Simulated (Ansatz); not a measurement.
# triplet SiH2O2F2 at 5 levels

Aim: a comparison of 5 runs (U-revPBE/def2-SVP, U-wB97X/def2-SVP, UPBE-QIDH/def2-SVP, UBCCD(T)/def2-SVP, UCCSD/def2-SVP) of triplet SiH2O2F2. 

Program for the calculation: Ansatz 0.2.0.

82 further runs of the same task are left out: 82 set aside as unsound or not needed.

## Step 1: The structure to begin with

The species is SiH2O2F2 (7 atoms), meant as a triplet with charge 0. SMILES of the parent species: `O[Si](O)(F)F`. The shape is that of a PBE0-D4/def2-TZVP optimisation. This is one conformer, not always the lowest. That shape belongs to the parent species and isn't relaxed for this state.

Bond lengths: O1–Si2 1.609 Å, Si2–O3 1.609 Å, Si2–F4 1.583 Å, Si2–F5 1.583 Å, O1–H6 0.957 Å, O3–H7 0.957 Å. Angles: O1–Si2–O3 107.3°, O1–Si2–F4 112.2°, O1–Si2–F5 110.1°, O3–Si2–F4 110.1°, O3–Si2–F5 112.2°, F4–Si2–F5 104.9°, Si2–O1–H6 118.9°, Si2–O3–H7 118.9°.

## Step 2: The energy at U-revPBE/def2-SVP (run 1)

Contents of job.yaml:

```yaml
crystal:
  periodic: [false, false, false]
  atoms:
    - {symbol: O, position_ang: [-1.123000, 0.443800, 0.890500]}
    - {symbol: Si, position_ang: [-0.011100, -0.018100, -0.177300]}
    - {symbol: O, position_ang: [1.321200, -0.386600, 0.646700]}
    - {symbol: F, position_ang: [-0.483500, -1.262700, -1.033600]}
    - {symbol: F, position_ang: [0.238000, 1.131800, -1.236100]}
    - {symbol: H, position_ang: [-1.829300, 1.022300, 0.602200]}
    - {symbol: H, position_ang: [1.948900, -0.998500, 0.262000]}
basis:
  gaussian:
    orbitals: def2-SVP
magnetization:
  spin_polarized: true
  initial_magnetization: 2
hamiltonian:
  xc: {name: revPBE}
accuracy: high
output:
  orbitals: {seedname: orbitals}
```

Command:

```bash
$ ansatz run job.yaml --threads 1 --pin off --max-ram 3480MiB --events-out events.jsonl --progress --plain --runs-dir runs
```

What it wrote:

```text
Warning: RAYON_NUM_THREADS=1 ignored (pool sized by the plan → 1); use --threads N
Functional definition: revPBE
  name "revPBE"
  parameter kappa = 1.245
  parameter beta = 0.06672455060314922
  exchange = pbe_x(kappa = kappa, mu = beta*pi^2/3)
  correlation = pbe_c(beta = beta)
1728 factors; integrals over basis functions are off by at most 3.4e-9 eV
mean field evaluation 1: about -17409.6293 eV, gradient 5.3e1 eV
mean field evaluation 2: about -17354.6461 eV, gradient 1.3e2 eV
mean field evaluation 4: about -17409.8993 eV, gradient 4.5e1 eV
mean field evaluation 8: about -17418.1147 eV, gradient 2.3e1 eV
mean field evaluation 16: about -17420.6862 eV, gradient 4.3e-5 eV
mean field evaluation 32: about -17417.9187 eV, gradient 5.1e0 eV
mean field evaluation 64: about -17420.4940 eV, gradient 5.5e-1 eV
mean field -17420.68615386 eV, -640.1984079892 hartree, gradient 2.8e-8 eV, S^2 2.002378; 8 other end points of the search recorded, 0 dependent functions left out
reference -17420.68615886 eV, -640.1984081730 hartree; 26, 24 occupied and 58, 60 virtual orbitals, 1728 factors
Total energy: -17420.68615886 eV, -640.1984081730 hartree
```

Run time: 14 s. Hardware: 1 thread of Intel Xeon 6975P-C (Granite Rapids), shared host; peak memory 0.29 GiB.

## Step 3: A single-point energy at U-wB97X/def2-SVP (run 2)

Edit job.yaml of step 2 so:

```diff
@@ -17,5 +17,4 @@
 hamiltonian:
-  xc: {name: revPBE}
+  xc: {name: wB97X}
 accuracy: high
-output:
-  orbitals: {seedname: orbitals}
+output: {orbitals: {seedname: orbitals}}
```

Command:

```bash
$ ansatz run job.yaml --threads 1 --pin off --max-ram 3480MiB --events-out events.jsonl --progress --plain --runs-dir runs
```

What it wrote, cut to the lines that bear on the results:

```text
Warning: RAYON_NUM_THREADS=1 ignored (pool sized by the plan → 1); use --threads N
Functional definition: wB97X
  name "wB97X"
[...]
      + exact_x_lr(omega)
[...]
      + integral(e_c_pw_opposite_spin*poly(b97_u_opposite, 1, cos1, cos2, cos3, cos4))
1728 factors; integrals over basis functions are off by at most 3.4e-9 eV
305 factors; integrals over basis functions are off by at most 1.7e-9 eV
[...]
mean field -17422.33530502 eV, -640.2590131763 hartree, gradient 2.1e-8 eV, S^2 2.002826; 2 other end points of the search recorded, 0 dependent functions left out
reference -17422.33530420 eV, -640.2590131463 hartree; 26, 24 occupied and 58, 60 virtual orbitals, 1728 factors
Total energy: -17422.33530420 eV, -640.2590131463 hartree
```

It took 36 s on 1 thread of Intel Xeon 6975P-C (Granite Rapids), shared host; peak memory 0.8 GiB.

Runs 3 to 4 aren't shown in full; the table further down has their settings and results.

## Step 4: A single-point energy at UCCSD/def2-SVP (run 5)

Contents of input.yaml:

```yaml
crystal:
  periodic: [false, false, false]
  atoms:
    - symbol: O
      position_ang: [-1.123000, 0.443800, 0.890500]
    - symbol: Si
      position_ang: [-0.011100, -0.018100, -0.177300]
    - symbol: O
      position_ang: [1.321200, -0.386600, 0.646700]
    - symbol: F
      position_ang: [-0.483500, -1.262700, -1.033600]
    - symbol: F
      position_ang: [0.238000, 1.131800, -1.236100]
    - symbol: H
      position_ang: [-1.829300, 1.022300, 0.602200]
    - symbol: H
      position_ang: [1.948900, -0.998500, 0.262000]
basis:
  gaussian:
    orbitals: def2-SVP
magnetization:
  spin_polarized: true
  initial_magnetization: 2
correlation:
  method: ccsd
  frozen_orbitals: {F: 1, H: 0, O: 1, Si: 5}
accuracy: high
scf:
  omitted_lower_state_checks: [cluster_reference, increment]
```

Command:

```bash
$ ansatz run input.yaml --threads 1 --pin off --max-ram 3480MiB --events-out events.jsonl --progress --plain --runs-dir runs
```

What it wrote, cut to the lines that bear on the results:

```text
Warning: RAYON_NUM_THREADS=1 ignored (pool sized by the plan → 1); use --threads N
Functional definition: HF
  name "HF"
[...]
1728 factors; integrals over basis functions are off by at most 3.4e-9 eV
[...]
mean field -17367.90442118 eV, -638.2587150901 hartree, gradient 1.4e-8 eV, S^2 2.005373; 5 other end points of the search recorded, 0 dependent functions left out
9 core orbitals not correlated: weight in the atoms' cores, before any rotation towards them, 1.000 or more for the frozen orbitals, at most 0.000 for the correlated occupied ones
reference -17367.90442118 eV, -638.2587150901 hartree; 17, 15 occupied and 58, 60 virtual orbitals, 1728 factors
second order -21.49293404 eV of doubles, -0.00000000 eV of singles
cycle   1  -21.59235092 eV  change   -9.9e-2 eV  update   1.0e-1
[...]
cycle  38  -22.14649197 eV  change    1.9e-9 eV  update   3.2e-9
Total energy: -17390.05091315 eV, -639.0725836585 hartree
Checks for a lower state left out: cluster_reference, increment
```

Run time: 58 s. Hardware: 1 thread of Intel Xeon 6975P-C (Granite Rapids), shared host; peak memory 0.95 GiB.

## Step 5: The series

| run | level | frozen core orbitals | energy (Eh) | HOMO energy (eV) | ⟨S²⟩ | wall time |
| --- | --- | --- | --- | --- | --- | --- |
| 1 | U-revPBE/def2-SVP | – | -640.198408 | -1.19 | 2.002 | 14 s |
| 2 | U-wB97X/def2-SVP | – | -640.259013 | -3.91 | 2.003 | 36 s |
| 3 | UPBE-QIDH/def2-SVP | 9 | -639.668480 | -3.54 | 2.004 | 11 s |
| 4 | UBCCD(T)/def2-SVP | 9 | -639.087398 | – | 2.005 | 86 s |
| 5 | UCCSD/def2-SVP | 9 | -639.072584 | – | 2.005 | 58 s |

## Step 6: Outcome

| quantity | value |
| --- | --- |
| run 5: total energy | -639.07258 Eh |
| run 5: correlation energy (9 core orbitals frozen) | -813.9 mEh |
| run 5: ⟨S²⟩ of the reference determinant | 2.005 |
| run 5: T1 diagnostic | 0.019 |

What this shows: Totals of different functionals can't be ranked against each other. All runs together took 3.4 min, the longest 86 s.
